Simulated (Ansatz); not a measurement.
# CH₄FGeO radical: one species, many methods

An exercise on one series of results from a longer session: the logs are not shown, and one member is left open.

Program: Ansatz 0.2.0, Gaussian basis. Level of theory: functionals in def2-TZVPP, the program's frozen cores in correlated methods. These are calculated values, not measurements.

Plan: LDA (SPW92), PBE-D4, revPBE-D4, BLYP-D4, r2SCAN-D4, B97M-V, PBE0-D4, B3LYP-D4, r2SCANh-D4, r2SCAN0-D4, HSE06-D4, BHLYP-D4, CAM-B3LYP-D4, LC-ωPBE, ωB97X-V, ωB97M-V, B2PLYP, PBE-QIDH; CCSD(T)/def2-SVP; CCSD(T)/def2-TZVPP; MP2/def2-QZVPP; extrapolation to the limit; RPA on PBE.

## Structure used throughout

The geometry comes from an earlier relaxation with PBE0-D4 in a triple-zeta def2 set; it is a stationary point, not always the lowest conformer.

8 atoms, charge 0, spin multiplicity 2.

Atoms are counted from 1 here; the program's logs count them from 0.

Bond lengths: C1–O2 1.410 Å, C1–H5 1.092 Å, C1–H6 1.098 Å, C1–H7 1.095 Å, O2–Ge3 1.771 Å, Ge3–F4 1.737 Å, Ge3–H8 1.571 Å. Angles: O2–C1–H5 107.6°, O2–C1–H6 112.6°, O2–C1–H7 111.5°, H5–C1–H6 108.0°, H5–C1–H7 108.3°, H6–C1–H7 108.6°, C1–O2–Ge3 120.4°, O2–Ge3–F4 102.0°, O2–Ge3–H8 108.8°, F4–Ge3–H8 106.6°.

Set-up of the first run:

Contents of in.yaml:

```yaml
crystal:
  periodic: [false, false, false]
  atoms:
    - {symbol: C, position_ang: [-0.646747, 0.988368, 0.246806]}
    - {symbol: O, position_ang: [-0.463155, -0.158263, -0.553589]}
    - {symbol: Ge, position_ang: [0.572425, -1.482198, 0.003798]}
    - {symbol: F, position_ang: [0.750625, -2.433492, -1.438156]}
    - {symbol: H, position_ang: [-0.989424, 1.795033, -0.404727]}
    - {symbol: H, position_ang: [0.280796, 1.315991, 0.733933]}
    - {symbol: H, position_ang: [-1.406966, 0.822682, 1.017341]}
    - {symbol: H, position_ang: [1.994746, -0.905222, 0.338895]}
basis:
  gaussian: {orbitals: def2-TZVPP}
magnetization: {spin_polarized: true, initial_magnetization: 1}
hamiltonian: {xc: lda}
output: {orbitals: {seedname: orbitals}}
```

On the command line:

```
$ ansatz run in.yaml --threads 4 --pin off --events-out ev --progress --plain --max-ram 10444MiB
```

Steps of the session up to this table: LDA; PBE-D4 (GGA); revPBE-D4 (GGA); BLYP-D4 (GGA); r2SCAN-D4 (meta-GGA); B97M-V (meta-GGA); B3LYP-D4 (hybrid); r2SCANh-D4 (hybrid); r2SCAN0-D4 (hybrid); HSE06-D4 (hybrid); BHLYP-D4 (hybrid); CAM-B3LYP-D4 (range-separated); LC-ωPBE (range-separated); ωB97X-V (range-separated); ωB97M-V (range-separated); B2PLYP (double hybrid); PBE-QIDH (double hybrid).

One of the session's tables, all rows but one given; the rest of the session is left out.

It belongs to the step «Orbital energies across the functionals». 

| functional | HOMO (eV) | LUMO (eV) | gap (eV) |
| --- | --- | --- | --- |
| LDA (SPW92) | -5.43 | -4.51 | 0.92 |
| PBE-D4 | -5.39 | -4.16 | 1.23 |
| revPBE-D4 | -5.36 | -4.03 | 1.33 |
| BLYP-D4 | -5.25 | -4.21 | 1.04 |
| r2SCAN-D4 | -5.82 | -3.85 | 1.97 |
| B97M-V | -5.70 | -4.31 | 1.39 |
| PBE0-D4 | -6.71 | -3.27 | 3.44 |
| B3LYP-D4 | -6.45 | -3.70 | 2.75 |
| r2SCANh-D4 | ? | ? | ? |
| r2SCAN0-D4 | -7.02 | -3.03 | 3.99 |
| HSE06-D4 | -6.31 | -3.64 | 2.67 |
| BHLYP-D4 | -7.88 | -2.49 | 5.38 |
| CAM-B3LYP-D4 | -8.01 | -2.38 | 5.63 |
| LC-ωPBE | -9.38 | -0.91 | 8.47 |
| ωB97X-V | -8.92 | -1.36 | 7.56 |
| ωB97M-V | -8.76 | -1.44 | 7.33 |

**Question.** Estimate the row for r2SCANh-D4.

Worked estimate for «HOMO (eV)». Against the share of exact exchange, r2SCAN-D4 (0, -5.82), r2SCAN0-D4 (0.25, -7.02) give a slope of -4.80 per unit share; at 0.1 the line stands at -6.30.

**Answer.** HOMO (eV): -6.30; LUMO (eV): -3.52; gap (eV): 2.79. In «HOMO (eV)» the line misses by 0.00.
